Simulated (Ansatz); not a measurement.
**C4H4Se (selenophene): B2PLYP/def2-SVP**

Aim: the vertical singlet–triplet gap of C4H4Se (selenophene) at B2PLYP/def2-SVP, from 2 runs. 

Program for the calculation: Ansatz 0.2.0.

38 further runs of the same task are left out: 38 set aside as unsound or not needed.

## 1. The molecule

C4H4Se: 9 atoms, total charge 0, spin state singlet. SMILES: `c1cc[se]c1`. The coordinates come from a PBE0-D4/def2-TZVP relaxation.

Bond lengths: C1–C2 1.423 Å, C2–C3 1.357 Å, C3–Se4 1.851 Å, C1–C5 1.357 Å, Se4–C5 1.851 Å, C1–H6 1.083 Å, C2–H7 1.083 Å, C3–H8 1.079 Å, C5–H9 1.079 Å. Some angles: C1–C2–C3 114.8°, C2–C1–C5 114.8°, C2–C3–Se4 111.4°, C3–Se4–C5 87.5°, C1–C5–Se4 111.4°, C1–C2–H7 122.8°, C3–C2–H7 122.4°, C2–C1–H6 122.8°, C5–C1–H6 122.4°, C2–C3–H8 127.7°.

## 2. A single-point energy at B2PLYP/def2-SVP

job.yaml reads:

```yaml
crystal:
  periodic: [false, false, false]
  atoms:
    - {symbol: C, position_ang: [0.161870, 0.966320, 0.120230]}
    - {symbol: C, position_ang: [0.964250, -0.189170, -0.094240]}
    - {symbol: C, position_ang: [0.270910, -1.350970, -0.203380]}
    - {symbol: Se, position_ang: [-1.550740, -1.070180, -0.035800]}
    - {symbol: C, position_ang: [-1.173010, 0.728430, 0.182560]}
    - {symbol: H, position_ang: [0.580520, 1.959720, 0.225910]}
    - {symbol: H, position_ang: [2.044320, -0.148290, -0.165330]}
    - {symbol: H, position_ang: [0.666130, -2.341940, -0.366510]}
    - {symbol: H, position_ang: [-1.964260, 1.446100, 0.336540]}
basis:
  gaussian: {orbitals: def2-SVP}
magnetization: {spin_polarized: false, initial_magnetization: 0}
hamiltonian: {xc: {name: B2PLYP}}
correlation: {frozen_orbitals: {C: 1, H: 0, Se: 9}}
accuracy: high
output: {orbitals: {seedname: orbitals}}
```

On the command line:

```bash
$ ansatz run job.yaml --threads 1 --pin off --max-ram 3480MiB --events-out events.jsonl --progress --plain --runs-dir runs
```

Standard output:

```text
Warning: RAYON_NUM_THREADS=1 ignored (pool sized by the plan → 1); use --threads N
Functional definition: B2PLYP
  name "B2PLYP"
  parameter a = 0.53
  parameter c = 0.27
  exchange = (1 - a)*b88_x + a*exact_x
  correlation = (1 - c)*lyp_c + c*(mp2_os + mp2_ss)
2449 factors; integrals over basis functions are off by at most 4.7e-9 eV
mean field evaluation 1: about -69522.6810 eV, gradient 4.5e1 eV
mean field evaluation 2: about -69523.2532 eV, gradient 4.5e1 eV
mean field evaluation 4: about -69528.7475 eV, gradient 4.4e0 eV
mean field evaluation 8: about -69528.8098 eV, gradient 6.9e-1 eV
mean field evaluation 16: about -69528.8114 eV, gradient 4.6e-4 eV
mean field -69528.81136100 eV, -2555.1366891956 hartree, gradient 5.9e-8 eV, S^2 0.000000; 0 other end points of the search recorded, 0 dependent functions left out
13 core orbitals not correlated: weight in the atoms' cores, before any rotation towards them, 1.000 or more for the frozen orbitals, at most 0.000 for the correlated occupied ones
reference -69528.81138514 eV, -2555.1366900830 hartree; 18, 18 occupied and 77, 77 virtual orbitals, 2449 factors
second order -25.47602662 eV of doubles, -0.00000000 eV of singles
Total energy: -69535.68991233 eV, -2555.3894712947 hartree
```

It took 17 s on 1 thread of Arm Neoverse V2, shared host; peak memory 0.44 GiB.

## 3. The triplet at the same level

Edit job.yaml of step 2 so:

```diff
@@ -13,7 +13,13 @@
 basis:
-  gaussian: {orbitals: def2-SVP}
-magnetization: {spin_polarized: false, initial_magnetization: 0}
-hamiltonian: {xc: {name: B2PLYP}}
-correlation: {frozen_orbitals: {C: 1, H: 0, Se: 9}}
+  gaussian:
+    orbitals: def2-SVP
+total_charge: 0
+magnetization:
+  spin_polarized: true
+  initial_magnetization: 2
 accuracy: high
+correlation:
+  frozen_orbitals: {C: 1, H: 0, Se: 9}
 output: {orbitals: {seedname: orbitals}}
+hamiltonian:
+  xc: {name: B2PLYP}
```

On the command line:

```bash
$ ansatz run job.yaml --threads 1 --pin off --max-ram 3480MiB --events-out events.jsonl --progress --plain --runs-dir runs
```

Standard output:

```text
Warning: RAYON_NUM_THREADS=1 ignored (pool sized by the plan → 1); use --threads N
Functional definition: B2PLYP
  name "B2PLYP"
  parameter a = 0.53
  parameter c = 0.27
  exchange = (1 - a)*b88_x + a*exact_x
  correlation = (1 - c)*lyp_c + c*(mp2_os + mp2_ss)
2448 factors; integrals over basis functions are off by at most 4.7e-9 eV
mean field evaluation 1: about -69517.9360 eV, gradient 3.4e1 eV
mean field evaluation 2: about -69518.0272 eV, gradient 3.4e1 eV
mean field evaluation 4: about -69524.1668 eV, gradient 7.0e0 eV
mean field evaluation 8: about -69524.4758 eV, gradient 4.2e-1 eV
mean field evaluation 16: about -69525.2556 eV, gradient 9.7e-1 eV
mean field evaluation 32: about -69525.2685 eV, gradient 1.3e-1 eV
mean field evaluation 64: about -69525.2557 eV, gradient 2.8e-1 eV
mean field -69525.27215726 eV, -2555.0066258571 hartree, gradient 2.8e-8 eV, S^2 2.036389; 5 other end points of the search recorded, 0 dependent functions left out
13 core orbitals not correlated: weight in the atoms' cores, before any rotation towards them, 1.000 or more for the frozen orbitals, at most 0.000 for the correlated occupied ones
reference -69525.27218117 eV, -2555.0066267357 hartree; 19, 17 occupied and 76, 78 virtual orbitals, 2448 factors
second order -23.98252160 eV of doubles, -0.00000000 eV of singles
Total energy: -69531.74746200 eV, -2555.2445889172 hartree
```

Wall time 71 s (1 thread of Arm Neoverse V2, shared host); peak memory 0.62 GiB.

## 4. Outcome

At B2PLYP/def2-SVP, 13 core orbitals frozen:

| quantity | value |
| --- | --- |
| singlet: total energy | -2555.38947 Eh |
| singlet: HOMO energy (SCF part's orbitals) | -7.59 eV |
| singlet: LUMO energy (SCF part's orbitals) | 0.94 eV |
| singlet: HOMO–LUMO gap (SCF part's orbitals) | 8.53 eV |
| triplet: total energy | -2555.24459 Eh |
| triplet: HOMO energy (SCF part's orbitals) (highest over α and β) | -3.85 eV |
| triplet: LUMO energy (SCF part's orbitals) (lowest over α and β) | -2.48 eV |
| triplet: ⟨S²⟩ | 2.036 |
| vertical energy of the triplet above the singlet | 3.942 eV |

**Reading.** At this shape the triplet lies 3.94 eV (380 kJ/mol) above the singlet.
